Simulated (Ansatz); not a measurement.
# In2H: one candidate structure

Where does In2H go from the start given, fluorite type (Fm-3m, No. 225)?

Method: DFT PBE, scalar-relativistic, plane waves, PAW, in Ansatz 0.2.0.

### Step 1. Starting point

The structure is cubic, space group Fm-3m (No. 225). The conventional cell has a = 5.976 Å, b = 5.976 Å, c = 5.976 Å, α = 90.00°, β = 90.00°, γ = 90.00°. In (site symmetry -43m) is surrounded by 4 H at 2.59 Å. H (site symmetry m-3m) is surrounded by 8 In at 2.59 Å.

As a file:

```
CELL_PARAMETERS angstrom
0.00000 2.98810 2.98810
2.98810 0.00000 2.98810
2.98810 2.98810 0.00000
ATOMIC_POSITIONS crystal
In 0.25000 0.25000 0.25000
In 0.75000 0.75000 0.75000
H 0.00000 0.00000 0.00000
```

### Step 2. Probe: one point at the start

input.yaml reads:

```yaml
crystal:
  lattice:
    - [0.0, 2.9881045244, 2.9881045244]
    - [2.9881045244, 0.0, 2.9881045244]
    - [2.9881045244, 2.9881045244, 0.0]
  atoms:
    - { symbol: In, position: [0.25, 0.25, 0.25] }
    - { symbol: In, position: [0.75, 0.75, 0.75] }
    - { symbol: H, position: [0.0, 0.0, 0.0] }
basis:
  ecutwfc: 420
kpoints:
  mp_grid: { grid: [6, 6, 6] }
hamiltonian:
  xc: pbe
scf:
  occupations: { method: gaussian, width: 0.1 }
  lower_state_search: "off"
output:
  forces: true
  stress: true
  eigenvalues: true
```

Started as:

```sh
$ ansatz run input.yaml --threads 1 --pin off --max-ram 2560MiB --backend cpu --events-out ev --progress --plain --runs-dir out
```

Log, shortened:

```text
Warning: RAYON_NUM_THREADS=1 ignored (pool sized by the plan → 1); use --threads N
[...]
Pseudopotentials: kind: paw
Pseudopotential: In, paw, valence charge 13, recommended cutoff 420 eV (normal), In.paw.azcp
Pseudopotential: H, paw, valence charge 1, recommended cutoff 420 eV (normal), H.paw.azcp
Functional definition: PBE
[...]
Crystal: 3 atoms, lattice volume = 53.360 Å³
Basis set: ecut = 420 eV, 1037 PW (Γ), exchange–correlation on 60×60×60 points (8 copies of the dense FFT grid, shifted against one another)
Bands: 18, of which v1, the nominal top of the filled ones, is band 14 counted from 1 (13 counted from 0)
Symmetry: 48 space group operations
Space group: Fm-3m (ITA 225), of the structure as read, at distance tolerance 3.8e-5 Å
k-points: 16 of 216
[...]
SCF iter   1: F=—  HF=-11210.034721 eV  |F-HF|=—  |Δ(HF+E_count)|=         —  Δρ=3.74e-3  dr2=7.39e-3  ethr=1.77e-3  ⟨swp⟩=5.6  Hψ=1392  notcnv=0
[...]
SCF iter   6: F=-11210.031674 eV  HF=-11210.031674 eV  |F-HF|=2.41e-8  |Δ(HF+E_count)|=   4.60e-7  Δρ=9.45e-6  dr2=2.90e-8  ethr=3.70e-10  ⟨swp⟩=4.6  Hψ=1260  notcnv=0
[...]
SCF converged after 6 iterations
Free energy (F): -11210.031674 eV
[...]
E sigma→0 (E₀):  -11210.030179 eV
Entropy (-TS):   -0.002991 eV (-0.997 meV/atom)
Fermi energy:    10.285150 eV
[...]
--- Forces (eV/Å), atoms counted from 1 ---
  atom   1  In    -0.00000000    -0.00000000    -0.00000000
  atom   2  In    -0.00000000    -0.00000000    -0.00000000
  atom   3  H     -0.00000000     0.00000000    -0.00000000
[...]
--- Stress (GPa, compression-positive) ---
        7.713775      -0.000000      -0.000000
       -0.000000       7.713775      -0.000000
       -0.000000      -0.000000       7.713775
  P = ⅓ Tr σ = 7.7138 GPa (77.138 kbar)
--- Band table (eV; the first three rows and the last of 16) ---
  k-point 0: bands = ["-4.9362", "-4.9362", "-4.6369", "-4.6369", "-4.6369", "-4.0896", "-4.0896", "-4.0896", "-3.8395", "-3.8395", "-0.0040", "10.6410", "12.2644", "12.2644", "12.2644", "13.6301", "16.7366", "16.7366"]
[...]
```

Wall time 0.59 s (1 thread of Intel Xeon 6975P-C (Granite Rapids), shared host); peak memory 0.34 GiB.

The probe gives pressure 7.7 GPa, largest force 0.00 eV/Å, gap on this mesh none (metal). With stress or forces this large, a rough relaxation on a coarse mesh goes ahead of the careful one.

### Step 3. A loose first relaxation

input.yaml: that of step 2 with these lines changed.

```diff
@@ -22 +22,6 @@
   eigenvalues: true
+relax:
+  adjacent_minimum: "off"
+  f_tol: 0.04
+  max_steps: 70
+  cell: { stress_tol: 0.4 }
```

Started as:

```sh
$ ansatz run input.yaml --threads 1 --pin off --max-ram 2560MiB --backend cpu --events-out ev --progress --plain --runs-dir out
```

Log:

```text
Warning: RAYON_NUM_THREADS=1 ignored (pool sized by the plan → 1); use --threads N
Engine: ansatz 0.2.0, x86_64-unknown-linux-gnu
[... 4 set-up lines as earlier in the session ...]
  parameter kappa = 0.804
  parameter beta = 0.06672455060314922
  exchange = pbe_x(kappa = kappa, mu = beta*pi^2/3)
  correlation = pbe_c(beta = beta)
Crystal: 3 atoms, lattice volume = 53.360 Å³
Basis set: ecut = 420 eV, 1037 PW (Γ), exchange–correlation on 60×60×60 points (8 copies of the dense FFT grid, shifted against one another)
Bands: 18, of which v1, the nominal top of the filled ones, is band 14 counted from 1 (13 counted from 0)
[... 2 set-up lines as earlier in the session ...]
k-points: 16 of 216
Non-local potential: In, projectors of the file, l = 0: 2, l = 1: 2, l = 2: 2, l = 3: 2
Non-local potential: H, projectors of the file, l = 0: 2, l = 1: 1
PAW form: soft (Blöchl's): semilocal exchange-correlation on the pseudo side does not see the compensation charge
PAW one-centre angular grid: In, 590 points (default); XC on 64 Gauss nodes
PAW one-centre angular grid: H, 110 points (default); XC on 64 Gauss nodes
Initial density: superposition of atomic densities (neutral atoms: chi_scale 0, normalization atom), corrected by the library's trained network
Initial wavefunctions: pseudopotential atomic-orbital guess
Functional: x = pbe(κ = 0.804, μ = 0.2195149727645171), c = pbe(β = 0.06672455060314922)
SCF iter   1: F=—  HF=-11210.034721 eV  |F-HF|=—  |Δ(HF+E_count)|=         —  Δρ=3.74e-3  dr2=7.39e-3  ethr=1.77e-3  ⟨swp⟩=5.6  Hψ=1392  notcnv=0
preconditioner: auto → none  [insulator: Δε(μ)=0.222 eV  Ē_g=16.139 eV  σ=0.100 eV  W_gap=0.83  n_scr=14 (ndim 8)  ℏωp=26.4 eV  f_vac=0.000  D(μ)=0.56/eV (n_scr^D=0)  ε∞_Penn≈3.7]
SCF iter   2: F=—  HF=-11210.031621 eV  |F-HF|=—  |Δ(HF+E_count)|=   3.10e-3  Δρ=9.10e-4  dr2=3.33e-4  ethr=2.74e-5  ⟨swp⟩=2.6  Hψ=611  notcnv=0
SCF iter   3: F=—  HF=-11210.031638 eV  |F-HF|=—  |Δ(HF+E_count)|=   1.71e-5  Δρ=4.91e-4  dr2=5.49e-5  ethr=1.23e-6  ⟨swp⟩=1.7  Hψ=294  notcnv=0
SCF iter   4: F=—  HF=-11210.031678 eV  |F-HF|=—  |Δ(HF+E_count)|=   4.00e-5  Δρ=1.25e-4  dr2=7.44e-6  ethr=2.03e-7  ⟨swp⟩=2.3  Hψ=489  notcnv=0
SCF iter   5: F=—  HF=-11210.031675 eV  |F-HF|=—  |Δ(HF+E_count)|=   3.03e-6  Δρ=5.13e-5  dr2=1.00e-6  ethr=2.76e-8  ⟨swp⟩=2.8  Hψ=496  notcnv=0
SCF iter   6: F=-11210.031674 eV  HF=-11210.031674 eV  |F-HF|=2.38e-8  |Δ(HF+E_count)|=   4.61e-7  Δρ=9.40e-6  dr2=2.87e-8  ethr=3.70e-10  ⟨swp⟩=4.6  Hψ=1250  notcnv=0
SCF 1 converged in 6 iterations: F = -11210.031674 eV  dr2 = 2.87e-8
relax step   1: F+E_penalty+E_count = -11210.03167442 eV  Δ(F+E_penalty+E_count) = +0.000e0 eV  max|allowed force component| = 1.234e-17 eV/Å  Δτ_max = 0.0000 Å  P = +7.714 GPa  Ω = 53.360 Å³  (6 SCF iters, dr2 threshold 1.00e-7 eV, accepted)
Crystal: 3 atoms, lattice volume = 61.551 Å³
Basis set: ecut = 420 eV, 1243 PW (Γ), exchange–correlation on 60×60×60 points (8 copies of the dense FFT grid, shifted against one another)
Initial density: handed on by an earlier stage of this run
Initial wavefunctions: those handed on with the density
iter 1 solved again at ethr=1.52e-4 eV; its pass at ethr=3.10e-3 eV (dr2=4.10e-2 eV) is discarded
SCF iter   1: F=—  HF=-11210.226248 eV  |F-HF|=—  |Δ(HF+E_count)|=         —  Δρ=6.64e-3  dr2=4.16e-2  ethr=1.52e-4  ⟨swp⟩=1.1  Hψ=1939  notcnv=0
preconditioner: auto → none  [insulator: Δε(μ)=0.267 eV  Ē_g=15.629 eV  σ=0.100 eV  W_gap=0.54  n_scr=14 (ndim 8)  ℏωp=24.6 eV  f_vac=0.000  D(μ)=1.30/eV (n_scr^D=8)  ε∞_Penn≈3.5]
SCF iter   2: F=—  HF=-11210.215364 eV  |F-HF|=—  |Δ(HF+E_count)|=   1.09e-2  Δρ=2.47e-3  dr2=2.47e-3  ethr=1.52e-4  ⟨swp⟩=2.7  Hψ=506  notcnv=0
SCF iter   3: F=—  HF=-11210.215167 eV  |F-HF|=—  |Δ(HF+E_count)|=   1.98e-4  Δρ=8.19e-4  dr2=2.35e-4  ethr=9.15e-6  ⟨swp⟩=1.2  Hψ=299  notcnv=0
SCF iter   4: F=—  HF=-11210.215237 eV  |F-HF|=—  |Δ(HF+E_count)|=   7.06e-5  Δρ=1.84e-4  dr2=9.35e-6  ethr=8.72e-7  ⟨swp⟩=2.0  Hψ=332  notcnv=0
iter 5 did not close the SCF: its close was put off for the readings that it lacked (scf_convergence_deferred on its scf_iter line)
SCF iter   5: F=-11210.215244 eV  HF=-11210.215243 eV  |F-HF|=1.89e-7  |Δ(HF+E_count)|=   6.10e-6  Δρ=2.97e-5  dr2=2.75e-7  ethr=3.46e-8  ⟨swp⟩=2.5  Hψ=500  notcnv=0
SCF iter   6: F=-11210.215244 eV  HF=-11210.215244 eV  |F-HF|=7.44e-9  |Δ(HF+E_count)|=   2.26e-7  Δρ=4.15e-6  dr2=1.17e-8  ethr=1.02e-9  ⟨swp⟩=2.4  Hψ=933  notcnv=0
SCF 2 converged in 6 iterations: F = -11210.215244 eV  dr2 = 1.17e-8
relax step   2: F+E_penalty+E_count = -11210.21524353 eV  Δ(F+E_penalty+E_count) = -1.836e-1 eV  max|allowed force component| = 1.449e-16 eV/Å  Δτ_max = 0.0000 Å  P = +0.600 GPa  Ω = 61.551 Å³  energy of the carried Pulay correction = -3.588e-3 eV  (6 SCF iters, dr2 threshold 3.00e-7 eV, accepted)
Crystal: 3 atoms, lattice volume = 62.357 Å³
iter 1 solved again at ethr=3.18e-7 eV; its pass at ethr=3.10e-3 eV (dr2=8.60e-5 eV) is discarded
SCF iter   1: F=—  HF=-11210.216827 eV  |F-HF|=—  |Δ(HF+E_count)|=         —  Δρ=3.52e-4  dr2=1.14e-4  ethr=3.18e-7  ⟨swp⟩=3.6  Hψ=1844  notcnv=0
preconditioner: auto → none  [insulator: Δε(μ)=0.326 eV  Ē_g=15.488 eV  σ=0.100 eV  W_gap=0.75  n_scr=14 (ndim 8)  ℏωp=24.4 eV  f_vac=0.000  D(μ)=1.47/eV (n_scr^D=14)  ε∞_Penn≈3.5]
SCF iter   2: F=—  HF=-11210.216794 eV  |F-HF|=—  |Δ(HF+E_count)|=   3.21e-5  Δρ=1.53e-4  dr2=7.16e-6  ethr=3.18e-7  ⟨swp⟩=2.0  Hψ=493  notcnv=0
SCF iter   3: F=—  HF=-11210.216795 eV  |F-HF|=—  |Δ(HF+E_count)|=   9.67e-7  Δρ=5.41e-5  dr2=8.80e-7  ethr=2.65e-8  ⟨swp⟩=1.1  Hψ=290  notcnv=0
iter 4 did not close the SCF: its close was put off for the readings that it lacked (scf_convergence_deferred on its scf_iter line)
SCF iter   4: F=-11210.216796 eV  HF=-11210.216796 eV  |F-HF|=2.49e-9  |Δ(HF+E_count)|=   4.96e-7  Δρ=8.67e-6  dr2=2.51e-8  ethr=3.26e-9  ⟨swp⟩=2.0  Hψ=341  notcnv=0
iter 5 did not close the SCF: its close was put off for the readings that it lacked (scf_convergence_deferred on its scf_iter line)
SCF iter   5: F=-11210.216796 eV  HF=-11210.216796 eV  |F-HF|=1.16e-10  |Δ(HF+E_count)|=   1.55e-8  Δρ=8.07e-7  dr2=3.37e-10  ethr=9.31e-11  ⟨swp⟩=2.1  Hψ=502  notcnv=0
SCF iter   6: F=-11210.216796 eV  HF=-11210.216796 eV  |F-HF|=3.64e-12  |Δ(HF+E_count)|=  1.58e-10  Δρ=1.16e-7  dr2=7.73e-12  ethr=1.25e-12  ⟨swp⟩=1.0  Hψ=694  notcnv=0
SCF 3 converged in 6 iterations: F = -11210.216796 eV  dr2 = 7.73e-12
relax step   3: F+E_penalty+E_count = -11210.21679592 eV  Δ(F+E_penalty+E_count) = -1.552e-3 eV  max|allowed force component| = 9.252e-17 eV/Å  Δτ_max = 0.0000 Å  P = +0.154 GPa  Ω = 62.357 Å³  energy of the carried Pulay correction = -3.914e-3 eV  (6 SCF iters, dr2 threshold 3.00e-7 eV, accepted)
Initial wavefunctions: pseudopotential atomic-orbital guess (no wavefunctions were taken with the density)
iter 1 solved again at ethr=1.60e-7 eV; its pass at ethr=3.10e-3 eV (dr2=4.32e-5 eV) is discarded
SCF iter   1: F=—  HF=-11210.220629 eV  |F-HF|=—  |Δ(HF+E_count)|=         —  Δρ=3.55e-4  dr2=1.23e-5  ethr=1.60e-7  ⟨swp⟩=2.5  Hψ=2039  notcnv=0
preconditioner: auto → none  [insulator: Δε(μ)=0.325 eV  Ē_g=15.480 eV  σ=0.100 eV  W_gap=0.74  n_scr=14 (ndim 8)  ℏωp=24.4 eV  f_vac=0.000  D(μ)=1.46/eV (n_scr^D=14)  ε∞_Penn≈3.5]
SCF iter   2: F=—  HF=-11210.220767 eV  |F-HF|=—  |Δ(HF+E_count)|=   1.38e-4  Δρ=1.67e-4  dr2=2.17e-6  ethr=4.56e-8  ⟨swp⟩=2.1  Hψ=491  notcnv=0
SCF iter   3: F=—  HF=-11210.220811 eV  |F-HF|=—  |Δ(HF+E_count)|=   4.43e-5  Δρ=4.15e-5  dr2=1.62e-7  ethr=8.05e-9  ⟨swp⟩=2.0  Hψ=342  notcnv=0
iter 4 did not close the SCF: its close was put off for the readings that it lacked (scf_convergence_deferred on its scf_iter line)
SCF iter   4: F=-11210.220814 eV  HF=-11210.220814 eV  |F-HF|=2.80e-9  |Δ(HF+E_count)|=   2.50e-6  Δρ=2.80e-6  dr2=1.59e-9  ethr=5.99e-10  ⟨swp⟩=2.0  Hψ=502  notcnv=0
iter 5 did not close the SCF: its close was put off for the readings that it lacked (scf_convergence_deferred on its scf_iter line)
SCF iter   5: F=-11210.220814 eV  HF=-11210.220814 eV  |F-HF|=1.82e-12  |Δ(HF+E_count)|=   3.04e-9  Δρ=2.79e-7  dr2=2.14e-11  ethr=5.90e-12  ⟨swp⟩=2.0  Hψ=342  notcnv=0
SCF iter   6: F=-11210.220814 eV  HF=-11210.220814 eV  |F-HF|=0.00e0  |Δ(HF+E_count)|=  9.09e-12  Δρ=1.89e-8  dr2=2.11e-13  ethr=1.00e-12  ⟨swp⟩=2.0  Hψ=851  notcnv=0
SCF 4 converged in 6 iterations: F = -11210.220814 eV  dr2 = 2.11e-13
relax step   4: F+E_penalty+E_count = -11210.22081380 eV  Δ(F+E_penalty+E_count) = -4.018e-3 eV  max|allowed force component| = 4.934e-17 eV/Å  Δτ_max = 0.0000 Å  P = +0.158 GPa  Ω = 62.357 Å³  stress off target by 1.58e-1 GPa  SCF on the basis re-selected at this cell (its energy is not comparable with the rows above)  (6 SCF iters)
basis re-selected at this cell: Δ(F+E_penalty+E_count) = -4.018e-3 eV, ΔP = +0.004 GPa vs the last step (what re-selecting the basis moved, of the pressure what is left beyond the Pulay correction that the steps carried, after the strain that the cell walked since its last selection, with what the two solves' SCF thresholds leave and, on support functions, any second-order correction that the steps lacked; it is no measure of the basis error at this ecutwfc). This SCF's stress stands 1.58e-1 GPa from its target on what of the cell is left free (relax.cell.stress_tol is 4.00e-1 GPa) and its largest allowed force component is 4.93e-17 eV/Å (relax.f_tol is 4.00e-2 eV/Å): within both
SCF converged after 6 iterations
Free energy (F): -11210.220814 eV
Harris-Foulkes:  -11210.220814 eV  (|F-HF|=0.00e0)
Internal energy: -11210.213511 eV  (E = F + TS)
E sigma→0 (E₀):  -11210.217163 eV
Entropy (-TS):   -0.007302 eV (-2.434 meV/atom)
Fermi energy:    8.032925 eV
--- Per-component energies (eV) ---
  E_band       = -94.498558
  E_kinetic    = 493.288963
  E_local      = -2378.627534  (includes V_loc(G=0)·N_el)
  E_nonlocal   = 733.238235
  E_hartree    = 932.285153
  E_xc         = -440.016390
  E_vxc        = -210.208877  (∫ρ·V_xc dr)
  E_paw        = -8303.665209  (= ΣΔE_a)
  E_vpaw       = -596.758732  (= ΣTr[D̂ρ^β])
  E_aug_tail   = -0.000917  (compensation charges beyond the density's cutoff)
  E_ewald      = -2246.715812
  E_smearing   = -0.007302  (= −TS)
  E_closure    = 0.000000  (closes the sum)
  Σ components = -11210.220814   (vs F -11210.220814, Δ=0.00e0)
--- Forces (eV/Å), atoms counted from 1 ---
  atom   1  In     0.00000000     0.00000000     0.00000000
  atom   2  In    -0.00000000    -0.00000000    -0.00000000
  atom   3  H      0.00000000    -0.00000000    -0.00000000
  max |Σ_I F_I| component: 1.85e-17 eV/Å
--- Stress (GPa, compression-positive) ---
        0.157877       0.000000       0.000000
        0.000000       0.157877       0.000000
        0.000000       0.000000       0.157877
  P = ⅓ Tr σ = 0.1579 GPa (1.579 kbar)
--- Band table (eV; the first three rows and the last of 16) ---
  k-point 0: bands = ["-6.6708", "-6.6708", "-6.4546", "-6.4546", "-6.4546", "-6.1014", "-6.1014", "-6.1014", "-5.9290", "-5.9290", "-0.9554", "8.5339", "10.0423", "10.0423", "10.0423", "10.0502", "14.2883", "14.2883"]
  k-point 1: bands = ["-6.6256", "-6.6256", "-6.4349", "-6.4274", "-6.4274", "-6.1238", "-6.1212", "-6.1212", "-5.9832", "-5.9832", "-0.6266", "7.1452", "8.3559", "10.0350", "10.0350", "11.8731", "13.4822", "13.4822"]
  k-point 2: bands = ["-6.4992", "-6.4992", "-6.3757", "-6.3561", "-6.3561", "-6.1900", "-6.1780", "-6.1780", "-6.1274", "-6.1274", "0.3580", "4.3884", "7.9546", "10.2088", "10.2088", "11.9579", "11.9579", "12.2258"]
  k-point 15: bands = ["-6.5657", "-6.4751", "-6.4483", "-6.3216", "-6.2514", "-6.2408", "-6.2094", "-6.1991", "-6.1254", "-6.0411", "3.1528", "3.6387", "4.4276", "6.2253", "10.1810", "10.4371", "14.2418", "15.3855"]
--- Relaxed structure (3 steps of the walk, 3 accepted, 1 SCFs on fresh bases) ---
  F+E_penalty+E_count = -11210.22081380 eV   max|allowed force component| = 4.934e-17 eV/Å   (the final SCF, on the basis selected at the relaxed cell)
  cell:  # Å, volume = 62.3568 Å³
    - [1.070028126908074e-33, 3.1473944896582777, 3.1473944896582777]
    - [3.1473944896582777, 7.897826650988163e-34, 3.1473944896582777]
    - [3.1473944896582777, 3.1473944896582777, 1.2738430082238977e-34]
  atoms:
    - { symbol: In, position: [0.25, 0.25, 0.25] }
    - { symbol: In, position: [0.7500000000000001, 0.7500000000000001, 0.7500000000000001] }
    - { symbol: H, position: [3.457647346824974e-35, 3.435267752347142e-35, 1.0887672713465048e-34] }
```

Run time: 2.4 s. Hardware: 1 thread of Intel Xeon 6975P-C (Granite Rapids), shared host; peak memory 0.36 GiB.

Step by step:

| step | energy from step 1 (eV/cell) | largest force component (eV/Å) | pressure (GPa) | volume (Å³) |
| --- | --- | --- | --- | --- |
| 1 | 0.0000 | 0.0000 | 7.71 | 53.36 |
| 2 | -0.1836 | 0.0000 | 0.60 | 61.55 |
| 3 | -0.1851 | 0.0000 | 0.15 | 62.36 |
| 4 | -0.1891 | 0.0000 | 0.16 | 62.36 |

Step 1 is the start. Step 4 repeats the geometry before it on a plane-wave basis chosen anew for that cell, so its energy need not be comparable with the rows above.

Lengths and angles in the start's conventional setting:

|  | before | after | change |
| --- | --- | --- | --- |
| a (Å) | 5.976 | 6.295 | +5.3 % |
| b (Å) | 5.976 | 6.295 | +5.3 % |
| c (Å) | 5.976 | 6.295 | +5.3 % |
| volume (Å³/atom) | 17.79 | 20.79 | +16.9 % |
| shortest distance (Å) | 2.588 | 2.726 | +5.3 % |
| space group (0.01 Å) | Fm-3m | Fm-3m | same |

Forces and stress were held to the start's 48 operations: a distortion of lower symmetry was not tested.

### Step 4. Full relaxation

input.yaml reads:

```yaml
crystal:
  lattice:
    - [0.0, 3.1473944897, 3.1473944897]
    - [3.1473944897, 0.0, 3.1473944897]
    - [3.1473944897, 3.1473944897, 0.0]
  atoms:
    - { symbol: In, position: [0.25, 0.25, 0.25] }
    - { symbol: In, position: [0.75, 0.75, 0.75] }
    - { symbol: H, position: [0.0, 0.0, 0.0] }
basis:
  ecutwfc: 420
kpoints:
  mp_grid: { grid: [12, 12, 12] }
hamiltonian:
  xc: pbe
scf:
  occupations: { method: gaussian, width: 0.1 }
output:
  forces: true
  stress: true
  eigenvalues: true
relax:
  adjacent_minimum: "off"
  f_tol: 0.01
  max_steps: 80
  cell: { stress_tol: 0.05 }
```

Started as:

```sh
$ ansatz run input.yaml --threads 1 --pin off --max-ram 2560MiB --backend cpu --events-out ev --progress --plain --runs-dir out
```

Log, shortened:

```text
Warning: RAYON_NUM_THREADS=1 ignored (pool sized by the plan → 1); use --threads N
[...]
[... 4 set-up lines as earlier in the session ...]
[...]
Crystal: 3 atoms, lattice volume = 62.357 Å³
Basis set: ecut = 420 eV, 1243 PW (Γ), exchange–correlation on 60×60×60 points (8 copies of the dense FFT grid, shifted against one another)
Bands: 18, of which v1, the nominal top of the filled ones, is band 14 counted from 1 (13 counted from 0)
[... 1 set-up line as earlier in the session ...]
Space group: Fm-3m (ITA 225), of the structure as read, at distance tolerance 4.0e-5 Å
k-points: 72 of 1728
[...]
SCF iter   1: F=—  HF=-11210.230597 eV  |F-HF|=—  |Δ(HF+E_count)|=         —  Δρ=3.07e-3  dr2=7.26e-3  ethr=1.77e-3  ⟨swp⟩=5.6  Hψ=6293  notcnv=0
[...]
       -0.000000      -0.012276      -0.000000
        0.000000      -0.000000      -0.012276
  P = ⅓ Tr σ = -0.0123 GPa (-0.123 kbar)
--- Band table (eV; the first three rows and the last of 72) ---
  k-point 0: bands = ["-6.7452", "-6.7452", "-6.5311", "-6.5311", "-6.5311", "-6.1841", "-6.1841", "-6.1841", "-6.0149", "-6.0149", "-0.9885", "8.4881", "9.9168", "9.9600", "9.9600", "9.9600", "14.2053", "14.2053"]
[...]
--- Relaxed structure (2 steps of the walk, 2 accepted, 1 SCFs on fresh bases) ---
  F+E_penalty+E_count = -11210.22773623 eV   max|allowed force component| = 7.401e-17 eV/Å   (the final SCF, on the basis selected at the relaxed cell)
  cell:  # Å, volume = 62.7257 Å³
    - [6.369215041119485e-36, 3.153589544267259, 3.153589544267259]
    - [3.153589544267259, -1.9107645123358462e-35, 3.153589544267259]
    - [3.153589544267259, 3.153589544267259, 0.0]
  atoms:
    - { symbol: In, position: [0.24999999999999997, 0.24999999999999997, 0.24999999999999997] }
    - { symbol: In, position: [0.75, 0.75, 0.75] }
    - { symbol: H, position: [1.4957860440923982e-34, -1.461790906726662e-34, -1.2918152198979802e-34] }
```

Wall time 6.7 s (1 thread of Intel Xeon 6975P-C (Granite Rapids), shared host); peak memory 0.42 GiB.

The steps of the relaxation:

```
step  E - E(step 1) (eV/cell)  largest force component (eV/Å)  pressure (GPa)  volume (Å³)
   1                   0.0000                          0.0000            0.17        62.36
   2                   0.0000                          0.0000           -0.01        62.73
   3                  -0.0002                          0.0000           -0.01        62.73
```

Step 1 is the start. Step 3 repeats the geometry before it on a plane-wave basis chosen anew for that cell, so its energy need not be comparable with the rows above.

Lengths and angles in the start's conventional setting:

|  | before | after | change |
| --- | --- | --- | --- |
| a (Å) | 6.295 | 6.307 | +0.2 % |
| b (Å) | 6.295 | 6.307 | +0.2 % |
| c (Å) | 6.295 | 6.307 | +0.2 % |
| volume (Å³/atom) | 20.79 | 20.91 | +0.6 % |
| shortest distance (Å) | 2.726 | 2.731 | +0.2 % |
| space group (0.01 Å) | Fm-3m | Fm-3m | same |

The run keeps the 48 symmetry operations of the start, so it could not have lowered the symmetry.

### Step 5. Results

Formation energies count from the elements, computed with the same settings in runs not shown here.

```
                          quantity                                                                      value
               cell (conventional)  a = 6.307 Å, b = 6.307 Å, c = 6.307 Å, α = 90.00°, β = 90.00°, γ = 90.00°
                       space group                                                            Fm-3m (No. 225)
                            volume                                                              20.91 Å³/atom
                   gap on the mesh                                                               none (metal)
formation energy from the elements                                                             +0.446 eV/atom
```

In words: The space group stayed Fm-3m, and from the first guess the volume went from 17.79 to 20.91 Å³/atom. The formation energy of +0.45 eV/atom is positive, so the elements lie lower than this structure; another structure of the compound can lie lower.
